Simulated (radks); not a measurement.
# Mo⁺ in [Kr] 4d5: an all-electron calculation

One table from this session's results is given with a row withheld; the runs are named, their logs left out.

Program: radks (a radial shooting solver on a logarithmic mesh, Libxc functionals) version 1. Level of theory: Dirac Kohn-Sham, PBE, spin-unpolarised, spherical densities, finite nucleus; open shells fill j = l - 1/2 first. These are calculated values, not measurements, unless marked.

## What is computed

* element: molybdenum (Z = 42)
* charge: +1
* electrons: 41
* configuration: [Kr] 4d5
* nuclear rms radius: 4.4091 fm

The first run:

Settings of this run:

```text
Z 42
configuration [Kr] 4d5 5s0 5p0
relativity Dirac
functional pbe,pbe
spin unpolarised
j_filling energy
nucleus finite rms 4.4091 fm
c 137.035999084
```

One table of the session follows, with a row left open; its other results are not shown here.

It belongs to the step «Orbitals and density». Radial moments (bohr):

```
level      <r>  outermost maximum (interpolated)  90 % within  nodes
1s1/2  0.03517                            0.0229       0.0630      0
2s1/2   0.1534                             0.130        0.237      1
2p1/2   0.1308                             0.101        0.214      0
2p3/2   0.1353                             0.105        0.220      0
3s1/2   0.4287                             0.384        0.634      2
3p1/2   0.4233                             0.371        0.640      1
3p3/2   0.4339                             0.380        0.656      1
3d3/2   0.4132                             0.321        0.661      0
3d5/2   0.4167                             0.324        0.666      0
4s1/2    1.109                             0.990         1.62      3
4p1/2    1.218                              1.06         1.81      2
4p3/2    1.250                              1.08         1.86      2
4d3/2    1.883                              1.38         3.06      1
4d5/2        ?                                 ?            ?      ?
5s1/2    3.271                              2.80         4.82      4
5p1/2    4.127                              3.50         6.13      3
5p3/2    4.221                              3.59         6.26      3
```

**Question.** Estimate the row for 4d5/2.

As computed: <r>: 1.906; outermost maximum (interpolated): 1.39; 90 % within: 3.10; nodes: 1. In the column «<r>» it lies between 4d3/2 (1.883) and 5s1/2 (3.271).

To keep in mind: Spin polarisation and multiplet splitting are left out.
